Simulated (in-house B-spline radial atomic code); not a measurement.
# In⁺: excited configurations in jj coupling

Aim: the energies of several excited configurations of In⁺ above a reference configuration, each from its own self-consistent run.

The numbers are computed with in-house B-spline radial atomic code version 1 (Dirac-Hartree-Fock, average of configuration, Fermi nucleus, basis-set limit), except any that are marked as measured or tabulated.

**1. Starting point**

```
element       : indium (Z = 49)
charge        : +1
electrons     : 48
configuration : 1s2 2s2 2p6 3s2 3p6 3d10 4s2 4p6 4d10 5s2
Hamiltonian   : Dirac-Coulomb
nucleus       : Fermi, rms radius 4.616 fm
```

Input settings:

```ini
Z = 49
electrons = 48.0
configuration = 1s2 2s2 2p6 3s2 3p6 3d10 4s2 4p6 4d10 5s2
hamiltonian = dirac
method = hf
spin_polarised = False
nucleus = fermi
rms_radius = 4.6156
mass_number = 115
atomic_mass = 114.903878772
speed_of_light = 137.035999084
```

The reference is known from an earlier run: -5880.243643 hartree in all. Up to eight levels, counted from the top:

```
orbital  occupation  energy (eV)  <r> (bohr)
  3d3/2           4      -483.97      0.3212
  3d5/2           6      -476.00      0.3247
  4s1/2           2      -151.87      0.8526
  4p1/2           2      -109.50      0.9084
  4p3/2           4      -102.55      0.9365
  4d3/2           4      -35.477       1.155
  4d5/2           6      -34.521       1.172
  5s1/2           2      -17.300       2.583
```

**2. Configuration 1s2 2s2 2p6 3s2 3p6 3d10 4s2 4p6 4d-4 4d+5 5s2 6p+1**

In configurations, a minus sign after the shell means j = l − 1/2 and a plus sign j = l + 1/2; the count of electrons follows.

Settings: those of step 1 with these lines changed.

```diff
@@ -2,3 +2,3 @@
 electrons = 48.0
-configuration = 1s2 2s2 2p6 3s2 3p6 3d10 4s2 4p6 4d10 5s2
+configuration = 1s2 2s2 2p6 3s2 3p6 3d10 4s2 4p6 4d-4 4d+5 5s2 6p+1
 hamiltonian = dirac
```

Main fields of the result record, rounded:

```text
status: converged
iterations: 10
energy [hartree]: {"total": -5879.27379078, "kinetic": 6178.43553807, "nuclear": -14238.205569, "coulomb": 2336.69104609, "exact_exchange": -156.194805919}
breit [hartree]: {"gaunt": 4.594165, "retardation": -0.4677202, "frequency_dependence": -0.03850628}
qed [hartree]: {"self_energy": 3.109285, "uehling": -0.398714, "wichmann_kroll": 0.007945876}
recoil [hartree]: 0.01918588
total_with_corrections [hartree]: -5872.44814972
orbitals [hartree, bohr; first row names the columns]:
  - ["name", "occ", "eps", "<r>"]
  - ["1s1/2", 2.0, -1033.5151, 0.029706]
  - ["2s1/2", 2.0, -158.68978, 0.12792]
  - ["2p1/2", 2.0, -147.58734, 0.10856]
  - ["2p3/2", 4.0, -139.79543, 0.11378]
  - ["3s1/2", 2.0, -32.154588, 0.3464]
  - ["3p1/2", 2.0, -27.62794, 0.33814]
  - ["3p3/2", 4.0, -26.176326, 0.34882]
  - ["3d3/2", 4.0, -18.266771, 0.32109]
  - ["3d5/2", 6.0, -17.962073, 0.32496]
  - ["4s1/2", 2.0, -6.0201174, 0.84773]
  - ["4p1/2", 2.0, -4.4717087, 0.90129]
  - ["4p3/2", 4.0, -4.1718949, 0.92796]
  - ["4d3/2", 4.0, -1.7202446, 1.1177]
  - ["4d5/2", 5.0, -1.6784105, 1.1321]
  - ["5s1/2", 2.0, -0.88016939, 2.3433]
  - ["6p3/2", 1.0, -0.19697837, 7.3754]
sum_r [bohr^k]: {"-1": 290.5784, "1": 36.38916, "2": 96.32661}
energy_minus_base [hartree]: 0.969852398
energy_minus_base_with_corrections [hartree]: 0.971206392
```

It took 2 s on 1 thread, shared host.

energy_minus_base is the energy less that of the reference run.

**3. Configuration 1s2 2s2 2p6 3s2 3p6 3d-3 3d+6 4s2 4p6 4d10 5s2 9f-1**

Settings: those of step 2 with these lines changed.

```diff
@@ -2,3 +2,3 @@
 electrons = 48.0
-configuration = 1s2 2s2 2p6 3s2 3p6 3d10 4s2 4p6 4d-4 4d+5 5s2 6p+1
+configuration = 1s2 2s2 2p6 3s2 3p6 3d-3 3d+6 4s2 4p6 4d10 5s2 9f-1
 hamiltonian = dirac
```

From the record:

```text
status: converged
iterations: 10
energy [hartree]: {"total": -5863.07896105, "kinetic": 6162.30258164, "nuclear": -14169.5233573, "coulomb": 2297.83011866, "exact_exchange": -153.688304027}
breit [hartree]: {"gaunt": 4.578649, "retardation": -0.4668952, "frequency_dependence": -0.03870143}
qed [hartree]: {"self_energy": 3.111829, "uehling": -0.3989235, "wichmann_kroll": 0.007950061}
recoil [hartree]: 0.01919871
total_with_corrections [hartree]: -5856.26585468
orbitals [hartree, bohr; first row names the columns]:
  - ["name", "occ", "eps", "<r>"]
  - ["1s1/2", 2.0, -1034.9606, 0.029706]
  - ["2s1/2", 2.0, -160.14384, 0.12786]
  - ["2p1/2", 2.0, -148.98023, 0.10845]
  - ["2p3/2", 4.0, -141.28725, 0.11374]
  - ["3s1/2", 2.0, -33.099246, 0.34425]
  - ["3p1/2", 2.0, -28.454172, 0.33579]
  - ["3p3/2", 4.0, -27.145573, 0.34597]
  - ["3d3/2", 3.0, -19.319927, 0.32034]
  - ["3d5/2", 6.0, -19.058646, 0.3202]
  - ["4s1/2", 2.0, -6.3595201, 0.83455]
  - ["4p1/2", 2.0, -4.765302, 0.88429]
  - ["4p3/2", 4.0, -4.5041094, 0.90975]
  - ["4d3/2", 4.0, -1.9429659, 1.0816]
  - ["4d5/2", 6.0, -1.9197128, 1.0921]
  - ["5s1/2", 2.0, -1.0183938, 2.3123]
  - ["9f5/2", 1.0, -0.024937638, 57.071]
sum_r [bohr^k]: {"-1": 289.1767, "1": 86.26398, "2": 3699.293}
energy_minus_base [hartree]: 17.1646821
energy_minus_base_with_corrections [hartree]: 17.1535014
```

Run time: 11 s. Hardware: 1 thread, shared host.

**4. Configuration 1s2 2s2 2p6 3s2 3p6 3d-3 3d+6 4s2 4p6 4d10 5s2 6g+1**

Settings: those of step 3 with these lines changed.

```diff
@@ -2,3 +2,3 @@
 electrons = 48.0
-configuration = 1s2 2s2 2p6 3s2 3p6 3d-3 3d+6 4s2 4p6 4d10 5s2 9f-1
+configuration = 1s2 2s2 2p6 3s2 3p6 3d-3 3d+6 4s2 4p6 4d10 5s2 6g+1
 hamiltonian = dirac
```

From the record:

```text
status: converged
iterations: 10
energy [hartree]: {"total": -5863.10959293, "kinetic": 6162.33327124, "nuclear": -14171.004999, "coulomb": 2299.25041158, "exact_exchange": -153.688276755}
breit [hartree]: {"gaunt": 4.578649, "retardation": -0.4668952, "frequency_dependence": -0.03870142}
qed [hartree]: {"self_energy": 3.111829, "uehling": -0.3989236, "wichmann_kroll": 0.007950062}
recoil [hartree]: 0.01919887
total_with_corrections [hartree]: -5856.29648559
orbitals [hartree, bohr; first row names the columns]:
  - ["name", "occ", "eps", "<r>"]
  - ["1s1/2", 2.0, -1034.9304, 0.029706]
  - ["2s1/2", 2.0, -160.11362, 0.12786]
  - ["2p1/2", 2.0, -148.95001, 0.10845]
  - ["2p3/2", 4.0, -141.25702, 0.11374]
  - ["3s1/2", 2.0, -33.069027, 0.34425]
  - ["3p1/2", 2.0, -28.42395, 0.33579]
  - ["3p3/2", 4.0, -27.115352, 0.34597]
  - ["3d3/2", 3.0, -19.289705, 0.32034]
  - ["3d5/2", 6.0, -19.028424, 0.3202]
  - ["4s1/2", 2.0, -6.3293155, 0.83455]
  - ["4p1/2", 2.0, -4.7350946, 0.88429]
  - ["4p3/2", 4.0, -4.4739028, 0.90975]
  - ["4d3/2", 4.0, -1.9127514, 1.0816]
  - ["4d5/2", 6.0, -1.889507, 1.0921]
  - ["5s1/2", 2.0, -0.98813307, 2.312]
  - ["6g9/2", 1.0, -0.05556942, 21.989]
sum_r [bohr^k]: {"-1": 289.2069, "1": 51.18116, "2": 579.4426}
energy_minus_base [hartree]: 17.1340502
energy_minus_base_with_corrections [hartree]: 17.1228705
```

It took 4.3 s on 1 thread, shared host.

**5. 1s2 2s2 2p6 3s2 3p6 3d10 4s2 4p6 4d10 5s1 8d-1**

Settings: those of step 4 with these lines changed.

```diff
@@ -2,3 +2,3 @@
 electrons = 48.0
-configuration = 1s2 2s2 2p6 3s2 3p6 3d-3 3d+6 4s2 4p6 4d10 5s2 6g+1
+configuration = 1s2 2s2 2p6 3s2 3p6 3d10 4s2 4p6 4d10 5s1 8d-1
 hamiltonian = dirac
```

From the record:

```text
status: converged
iterations: 10
energy [hartree]: {"total": -5879.67132836, "kinetic": 6178.64878429, "nuclear": -14244.2146141, "coulomb": 2342.71235914, "exact_exchange": -156.817857671}
breit [hartree]: {"gaunt": 4.592841, "retardation": -0.4676353, "frequency_dependence": -0.03849972}
qed [hartree]: {"self_energy": 3.108321, "uehling": -0.3986002, "wichmann_kroll": 0.007943626}
recoil [hartree]: 0.01917858
total_with_corrections [hartree]: -5872.84777871
orbitals [hartree, bohr; first row names the columns]:
  - ["name", "occ", "eps", "<r>"]
  - ["1s1/2", 2.0, -1033.3765, 0.029706]
  - ["2s1/2", 2.0, -158.53595, 0.12793]
  - ["2p1/2", 2.0, -147.43235, 0.10856]
  - ["2p3/2", 4.0, -139.6467, 0.11379]
  - ["3s1/2", 2.0, -32.00519, 0.34648]
  - ["3p1/2", 2.0, -27.479626, 0.33818]
  - ["3p3/2", 4.0, -26.030622, 0.34888]
  - ["3d3/2", 4.0, -18.115708, 0.32119]
  - ["3d5/2", 6.0, -17.822775, 0.32466]
  - ["4s1/2", 2.0, -5.9069143, 0.85351]
  - ["4p1/2", 2.0, -4.3546061, 0.90766]
  - ["4p3/2", 4.0, -4.0989613, 0.93541]
  - ["4d3/2", 4.0, -1.63164, 1.1459]
  - ["4d5/2", 6.0, -1.5962135, 1.1614]
  - ["5s1/2", 1.0, -0.93230624, 2.422]
  - ["8d3/2", 1.0, -0.053846106, 26.447]
sum_r [bohr^k]: {"-1": 290.701, "1": 54.67063, "2": 818.6037}
energy_minus_base [hartree]: 0.572314817
energy_minus_base_with_corrections [hartree]: 0.571577404
```

Run time: 3.8 s. Hardware: 1 thread, shared host.

**6. 1s2 2s2 2p6 3s2 3p6 3d10 4s2 4p6 4d10 5s1 7d+1**

Settings: those of step 5 with these lines changed.

```diff
@@ -2,3 +2,3 @@
 electrons = 48.0
-configuration = 1s2 2s2 2p6 3s2 3p6 3d10 4s2 4p6 4d10 5s1 8d-1
+configuration = 1s2 2s2 2p6 3s2 3p6 3d10 4s2 4p6 4d10 5s1 7d+1
 hamiltonian = dirac
```

From the record:

```text
status: converged
iterations: 10
energy [hartree]: {"total": -5879.69451643, "kinetic": 6178.67144421, "nuclear": -14245.2813682, "coulomb": 2343.73404848, "exact_exchange": -156.818640938}
breit [hartree]: {"gaunt": 4.592837, "retardation": -0.4676354, "frequency_dependence": -0.03849977}
qed [hartree]: {"self_energy": 3.10832, "uehling": -0.3986, "wichmann_kroll": 0.007943622}
recoil [hartree]: 0.01917868
total_with_corrections [hartree]: -5872.87097197
orbitals [hartree, bohr; first row names the columns]:
  - ["name", "occ", "eps", "<r>"]
  - ["1s1/2", 2.0, -1033.3547, 0.029706]
  - ["2s1/2", 2.0, -158.51413, 0.12793]
  - ["2p1/2", 2.0, -147.4105, 0.10856]
  - ["2p3/2", 4.0, -139.62491, 0.11379]
  - ["3s1/2", 2.0, -31.983402, 0.34648]
  - ["3p1/2", 2.0, -27.457825, 0.33818]
  - ["3p3/2", 4.0, -26.008847, 0.34888]
  - ["3d3/2", 4.0, -18.093863, 0.32119]
  - ["3d5/2", 6.0, -17.801034, 0.32466]
  - ["4s1/2", 2.0, -5.8852144, 0.85352]
  - ["4p1/2", 2.0, -4.3327862, 0.90768]
  - ["4p3/2", 4.0, -4.077362, 0.93541]
  - ["4d3/2", 4.0, -1.6098313, 1.146]
  - ["4d5/2", 6.0, -1.574731, 1.1614]
  - ["5s1/2", 1.0, -0.91113423, 2.4238]
  - ["7d5/2", 1.0, -0.077037537, 18.077]
sum_r [bohr^k]: {"-1": 290.7228, "1": 46.30284, "2": 400.8975}
energy_minus_base [hartree]: 0.549126742
energy_minus_base_with_corrections [hartree]: 0.548384143
```

Run time: 4 s. Hardware: 1 thread, shared host.

**7. Run with 1s2 2s2 2p6 3s2 3p6 3d-3 3d+6 4s2 4p6 4d10 5s2 8f-1**

Settings: those of step 6 with these lines changed.

```diff
@@ -2,3 +2,3 @@
 electrons = 48.0
-configuration = 1s2 2s2 2p6 3s2 3p6 3d10 4s2 4p6 4d10 5s1 7d+1
+configuration = 1s2 2s2 2p6 3s2 3p6 3d-3 3d+6 4s2 4p6 4d10 5s2 8f-1
 hamiltonian = dirac
```

From the record:

```text
status: converged
iterations: 10
energy [hartree]: {"total": -5863.08561074, "kinetic": 6162.30920853, "nuclear": -14169.8569034, "coulomb": 2298.15039629, "exact_exchange": -153.688312206}
breit [hartree]: {"gaunt": 4.578649, "retardation": -0.4668952, "frequency_dependence": -0.03870143}
qed [hartree]: {"self_energy": 3.111829, "uehling": -0.3989235, "wichmann_kroll": 0.00795006}
recoil [hartree]: 0.01919874
total_with_corrections [hartree]: -5856.27250467
orbitals [hartree, bohr; first row names the columns]:
  - ["name", "occ", "eps", "<r>"]
  - ["1s1/2", 2.0, -1034.9538, 0.029706]
  - ["2s1/2", 2.0, -160.13703, 0.12786]
  - ["2p1/2", 2.0, -148.97342, 0.10845]
  - ["2p3/2", 4.0, -141.28044, 0.11374]
  - ["3s1/2", 2.0, -33.092432, 0.34425]
  - ["3p1/2", 2.0, -28.447358, 0.33579]
  - ["3p3/2", 4.0, -27.13876, 0.34597]
  - ["3d3/2", 3.0, -19.313114, 0.32034]
  - ["3d5/2", 6.0, -19.051833, 0.3202]
  - ["4s1/2", 2.0, -6.3527002, 0.83455]
  - ["4p1/2", 2.0, -4.7584833, 0.88429]
  - ["4p3/2", 4.0, -4.4972904, 0.90975]
  - ["4d3/2", 4.0, -1.9361494, 1.0816]
  - ["4d5/2", 6.0, -1.9128933, 1.0921]
  - ["5s1/2", 2.0, -1.0115937, 2.3124]
  - ["8f5/2", 1.0, -0.031587419, 44.401]
sum_r [bohr^k]: {"-1": 289.1835, "1": 73.59411, "2": 2259.45}
energy_minus_base [hartree]: 17.1580324
energy_minus_base_with_corrections [hartree]: 17.1468514
```

It took 7.2 s on 1 thread, shared host.

**8. 1s2 2s2 2p6 3s2 3p6 3d-4 3d+5 4s2 4p6 4d10 5s2 5f-1**

Settings: those of step 7 with these lines changed.

```diff
@@ -2,3 +2,3 @@
 electrons = 48.0
-configuration = 1s2 2s2 2p6 3s2 3p6 3d-3 3d+6 4s2 4p6 4d10 5s2 8f-1
+configuration = 1s2 2s2 2p6 3s2 3p6 3d-4 3d+5 4s2 4p6 4d10 5s2 5f-1
 hamiltonian = dirac
```

From the record:

```text
status: converged
iterations: 10
energy [hartree]: {"total": -5863.42091824, "kinetic": 6163.21485966, "nuclear": -14173.8628557, "coulomb": 2300.94571748, "exact_exchange": -153.718639655}
breit [hartree]: {"gaunt": 4.587303, "retardation": -0.4669113, "frequency_dependence": -0.03857929}
qed [hartree]: {"self_energy": 3.110944, "uehling": -0.3989183, "wichmann_kroll": 0.007949958}
recoil [hartree]: 0.01919744
total_with_corrections [hartree]: -5856.59993257
orbitals [hartree, bohr; first row names the columns]:
  - ["name", "occ", "eps", "<r>"]
  - ["1s1/2", 2.0, -1034.8712, 0.029706]
  - ["2s1/2", 2.0, -160.06179, 0.12787]
  - ["2p1/2", 2.0, -148.99964, 0.10853]
  - ["2p3/2", 4.0, -141.14803, 0.1137]
  - ["3s1/2", 2.0, -33.035222, 0.34428]
  - ["3p1/2", 2.0, -28.575098, 0.33549]
  - ["3p3/2", 4.0, -26.992651, 0.34621]
  - ["3d3/2", 4.0, -19.293676, 0.31691]
  - ["3d5/2", 5.0, -18.966479, 0.32377]
  - ["4s1/2", 2.0, -6.3018176, 0.83461]
  - ["4p1/2", 2.0, -4.7197287, 0.88334]
  - ["4p3/2", 4.0, -4.4407856, 0.91036]
  - ["4d3/2", 4.0, -1.9021607, 1.0788]
  - ["4d5/2", 6.0, -1.853333, 1.0931]
  - ["5s1/2", 2.0, -0.96115657, 2.3135]
  - ["5f5/2", 1.0, -0.080983277, 15.42]
sum_r [bohr^k]: {"-1": 289.2652, "1": 44.6158, "2": 306.4835}
energy_minus_base [hartree]: 16.8227249
energy_minus_base_with_corrections [hartree]: 16.8194235
```

Run time: 4.4 s. Hardware: 1 thread, shared host.

**9. 1s2 2s2 2p6 3s2 3p6 3d10 4s2 4p6 4d-3 4d+6 5s2 8p+1**

Settings: those of step 8 with these lines changed.

```diff
@@ -2,3 +2,3 @@
 electrons = 48.0
-configuration = 1s2 2s2 2p6 3s2 3p6 3d-4 3d+5 4s2 4p6 4d10 5s2 5f-1
+configuration = 1s2 2s2 2p6 3s2 3p6 3d10 4s2 4p6 4d-3 4d+6 5s2 8p+1
 hamiltonian = dirac
```

From the record:

```text
status: converged
iterations: 10
energy [hartree]: {"total": -5879.11824109, "kinetic": 6178.21825668, "nuclear": -14233.1500291, "coulomb": 2331.99172792, "exact_exchange": -156.178196589}
breit [hartree]: {"gaunt": 4.593088, "retardation": -0.4677109, "frequency_dependence": -0.03851778}
qed [hartree]: {"self_energy": 3.109399, "uehling": -0.3987166, "wichmann_kroll": 0.007945927}
recoil [hartree]: 0.01918554
total_with_corrections [hartree]: -5872.29356832
orbitals [hartree, bohr; first row names the columns]:
  - ["name", "occ", "eps", "<r>"]
  - ["1s1/2", 2.0, -1033.6185, 0.029706]
  - ["2s1/2", 2.0, -158.79214, 0.12792]
  - ["2p1/2", 2.0, -147.67874, 0.10855]
  - ["2p3/2", 4.0, -139.90388, 0.11379]
  - ["3s1/2", 2.0, -32.255621, 0.3464]
  - ["3p1/2", 2.0, -27.724709, 0.33811]
  - ["3p3/2", 4.0, -26.279286, 0.34883]
  - ["3d3/2", 4.0, -18.349861, 0.32154]
  - ["3d5/2", 6.0, -18.074994, 0.32454]
  - ["4s1/2", 2.0, -6.1185875, 0.84761]
  - ["4p1/2", 2.0, -4.5011361, 0.90043]
  - ["4p3/2", 4.0, -4.3042376, 0.928]
  - ["4d3/2", 3.0, -1.8089326, 1.1171]
  - ["4d5/2", 6.0, -1.7810924, 1.1306]
  - ["5s1/2", 2.0, -0.9701253, 2.3368]
  - ["8p3/2", 1.0, -0.073264933, 20.125]
sum_r [bohr^k]: {"-1": 290.4752, "1": 49.12682, "2": 487.924}
energy_minus_base [hartree]: 1.12540209
energy_minus_base_with_corrections [hartree]: 1.12578779
```

Run time: 4 s. Hardware: 1 thread, shared host.

**10. The excitation energies**

| net move | configuration | energy above the reference (eV) | with Breit, QED, recoil (eV) | largest <r> (bohr) |
| --- | --- | --- | --- | --- |
| 5s → 7d5/2 | 1s2 2s2 2p6 3s2 3p6 3d10 4s2 4p6 4d10 5s1 7d+1 | 14.942 | 14.922 | 18.1 |
| 5s → 8d3/2 | 1s2 2s2 2p6 3s2 3p6 3d10 4s2 4p6 4d10 5s1 8d-1 | 15.573 | 15.553 | 26.4 |
| 4d5/2 → 6p3/2 | 1s2 2s2 2p6 3s2 3p6 3d10 4s2 4p6 4d-4 4d+5 5s2 6p+1 | 26.391 | 26.428 | 7.38 |
| 4d3/2 → 8p3/2 | 1s2 2s2 2p6 3s2 3p6 3d10 4s2 4p6 4d-3 4d+6 5s2 8p+1 | 30.624 | 30.634 | 20.1 |
| 3d5/2 → 5f5/2 | 1s2 2s2 2p6 3s2 3p6 3d-4 3d+5 4s2 4p6 4d10 5s2 5f-1 | 457.77 | 457.68 | 15.4 |
| 3d3/2 → 6g9/2 | 1s2 2s2 2p6 3s2 3p6 3d-3 3d+6 4s2 4p6 4d10 5s2 6g+1 | 466.24 | 465.94 | 22.0 |
| 3d3/2 → 8f5/2 | 1s2 2s2 2p6 3s2 3p6 3d-3 3d+6 4s2 4p6 4d10 5s2 8f-1 | 466.89 | 466.59 | 44.4 |
| 3d3/2 → 9f5/2 | 1s2 2s2 2p6 3s2 3p6 3d-3 3d+6 4s2 4p6 4d10 5s2 9f-1 | 467.07 | 466.77 | 57.1 |

What this shows: The energies run from 14.942 eV (5s → 7d5/2) to 467.07 eV (3d3/2 → 9f5/2). Koopmans' estimate of the ionisation threshold is 17.300 eV; 6 configurations exceed it by over 2 % and could autoionise. These are averages over configurations, without correlation, not spectroscopic levels.
